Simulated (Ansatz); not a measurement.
This script makes a dielectric-dependent hybrid calculation of InP, space group F-43m with Ansatz's Python interface.

Script `ddh_inp.py`:
```python
"""Dielectric-dependent hybrid for InP."""

from dataclasses import dataclass

import ansatz as az
import numpy as np


@dataclass(frozen=True)
class Options:
    filling: str = "fixed"


opts = Options()


def count_gap(report):
    # lowest empty less highest filled band, counting bands; zero where they overlap
    return max(report.get("gap_by_band_count_ev") or 0.0, 0.0)

system = (
    az.Lattice.from_parameters(4.144353, 4.144353, 4.144353, alpha=60.0, beta=60.0, gamma=60.0)
    .atom("In", (0.0, 0.0, 0.0))
    .atom("P", (0.25, 0.25, 0.25))
)

calc = (
    system.calculation()
    .kpoints(4)
    .occupations(opts.filling)
    .band_table()
)
semilocal = calc.functional("pbe").run(threads=1, backend="cpu").report
hybrid = calc.functional(exchange="pbe", correlation="pbe", exact_fraction="inverse_dielectric").run(threads=1, backend="cpu").report
alpha = hybrid["hybrid"]["exact_exchange_fraction"]
print(f"fraction of exact exchange {alpha:.4f}, so eps_inf = {1 / alpha:.2f}")
print(f"gap by band count: {count_gap(semilocal):.3f} eV semilocal, {count_gap(hybrid):.3f} eV hybrid")
```

What fraction of exact exchange results, and what does it do to the gap?

The fraction is 0.0917, one over a mean dielectric constant (a third of the trace) of 10.91. It opens the gap from 0.702 to 1.235 eV, by 0.53 eV.

The run itself:

```console
$ python ddh_inp.py
DeckWarning: basis.ecutwfc = 420 eV, auto-derived from the records' recommended cutoffs: set by In (normal level)
fraction of exact exchange 0.0917, so eps_inf = 10.91
gap by band count: 0.702 eV semilocal, 1.235 eV hybrid
```
(Warnings from the package without file and line.)

What to keep in mind:
- The k-point mesh is coarse, and energy and stress weren't tested for convergence.
- Of the deposited cell: the entry's cell lengths or inner coordinates differ somewhat from later room-temperature determinations.
- The starting cell is as deposited in a crystallographic database; the results hold for this polymorph, which needn't be the stable one.
- Levels are Kohn-Sham eigenvalues on this mesh, without spin-orbit coupling.
- The gaps are those of a coarse mesh; the run finds the dielectric constant of the semilocal functional on meshes of its own.
- It ran for 28 s on 1 thread of Arm Neoverse V1, on a shared host, peak memory 0.8 GiB.
